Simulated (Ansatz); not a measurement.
# Ga2PtS4: the cost of one run

Method: DFT PBE, scalar-relativistic, plane waves, PAW, unless a step names another level, in Ansatz 0.2.0.

13 further runs of the same task are left out: 13 set aside as unsound or not needed.

**1. The formula and the candidates**

Pauling electronegativities: Ga 1.81, Pt 2.28, S 2.58 (spread 0.77). The formula balances with common oxidation states: Ga +3, Pt +2, S -2, a formal count that means little at so small a spread. Tabulated atomic sizes suggest about 20 Å³/atom. 26 candidates were drawn, by swapping species into database cells of other compounds, at random by space group and Wyckoff sites, or by hand, as the table says:

| name | made from | space group no. | Wyckoff sites | atoms (primitive cell) | V (Å³/atom) |
| --- | --- | --- | --- | --- | --- |
| c01 | built by hand: normal spinel | 227 | Ga 16d; Pt 8a; S 32e | 14 | 20.1 |
| c02 | random | 139 | Ga 4e; Pt 2b; S 8f | 7 | 20.7 |
| c03 | random | 111 | Ga 2h; Pt 1d; S 4n | 7 | 24.5 |
| c04 | built by hand: FeGa2S4 / NiGa2S4 layered | 164 | Ga 2d; Pt 1a; S 2d, 2d | 7 | 20.1 |
| c05 | random | 189 | Ga 2d; Pt 1a; S 3g, 1b | 7 | 23.6 |
| c06 | random | 99 | Ga 1b, 1b; Pt 1a; S 4d | 7 | 22.5 |
| c07 | built by hand: GaS/PtS2 layered intergrowth, staggered GaS | 164 | Ga 2c; Pt 1a; S 2d, 2d | 7 | 20.1 |
| c08 | random | 123 | Ga 2f; Pt 1b; S 2e, 1d, 1c | 7 | 25.7 |
| c09 | random | 139 | Ga 4d; Pt 2a; S 8i | 7 | 23.5 |
| c10 | random | 191 | Ga 2d; Pt 1b; S 2e, 2c | 7 | 21.1 |
| c11 | random | 191 | Ga 2e; Pt 1b; S 4h | 7 | 23.4 |
| c12 | random | 139 | Ga 4e; Pt 2b; S 8i | 7 | 24.2 |
| c13 | built by hand: GaS/PtS2 layered intergrowth, eclipsed GaS | 156 | Ga 1b, 1b; Pt 1a; S 1c, 1b, 1a, 1a | 7 | 20.1 |
| c14 | database cell of PrRe4Si2 | 65 | Ga 4j; Pt 2a; S 4j, 4i | 7 | 20.1 |
| c15 | database cell of Pr2CuO4 | 139 | Ga 4e; Pt 2a; S 4c, 4d | 7 | 18.6 |
| c16 | database cell of Ca2SnS4 | 65 | Ga 4f; Pt 2a; S 4i, 4h | 7 | 21.9 |
| c17 | built by hand: square-planar Pt thiogallate, constructed C2/m | 12 | Ga 4h; Pt 2a; S 4g, 4i | 7 | 20.1 |
| c18 | random | 191 | Ga 2e; Pt 1a; S 4h | 7 | 22.9 |
| c19 | database cell of Cu2HgI4 | 111 | Ga 2f; Pt 1a; S 4n | 7 | 20.4 |
| c20 | random | 187 | Ga 2i; Pt 1b; S 2g, 1e, 1f | 7 | 24.6 |
| c21 | random | 191 | Ga 2c; Pt 1a; S 3f, 1b | 7 | 22.6 |
| c22 | database cell of La2CuO4 | 69 | Ga 8i; Pt 4a; S 8e, 8i | 7 | 18.2 |
| c23 | database cell of LiTm2Ge4 | 6 | Ga 1b, 1a; Pt 1b; S 1b, 1a, 1b, 1a | 7 | 21.0 |
| c24 | random | 183 | Ga 2b; Pt 1a; S 3c, 1a | 7 | 26.0 |
| c25 | database cell of Ce2ZnBi4 | 115 | Ga 2g; Pt 1b; S 2g, 1c, 1d | 7 | 22.2 |
| c26 | random | 189 | Ga 2e; Pt 1b; S 3g, 1a | 7 | 20.3 |

**2. Screening run of c05**

File input.yaml:

```yaml
crystal:
  lattice:
    - [5.6076661, 0.0, 0.0]
    - [-2.80383305, 4.8563813, 0.0]
    - [0.0, 0.0, 6.061207]
  atoms:
    - { symbol: Ga, position: [0.33333333, 0.66666667, 0.5] }
    - { symbol: Ga, position: [0.66666667, 0.33333333, 0.5] }
    - { symbol: Pt, position: [0.0, 0.0, 0.0] }
    - { symbol: S, position: [0.36372051, 0.0, 0.5] }
    - { symbol: S, position: [0.0, 0.36372051, 0.5] }
    - { symbol: S, position: [0.63627949, 0.63627949, 0.5] }
    - { symbol: S, position: [0.0, 0.0, 0.5] }
basis:
  ecutwfc: 420
kpoints:
  mp_grid: { grid: [3, 3, 2] }
hamiltonian:
  xc: pbe
scf:
  occupations: { method: gaussian, width: 0.15 }
  lower_state_search: "off"
output:
  forces: true
  stress: true
  eigenvalues: true
relax:
  adjacent_minimum: "off"
  f_tol: 0.08
  max_steps: 16
  cell: { stress_tol: 0.8 }
```

Run with:

```bash
$ ansatz run input.yaml --threads 1 --pin off --max-ram 2560MiB --backend cpu --events-out ev --progress --plain --runs-dir out
```

What time and memory should one allow on 1 thread of Arm Neoverse V1, shared host?

About 89 s, with a peak of 0.41 GiB.
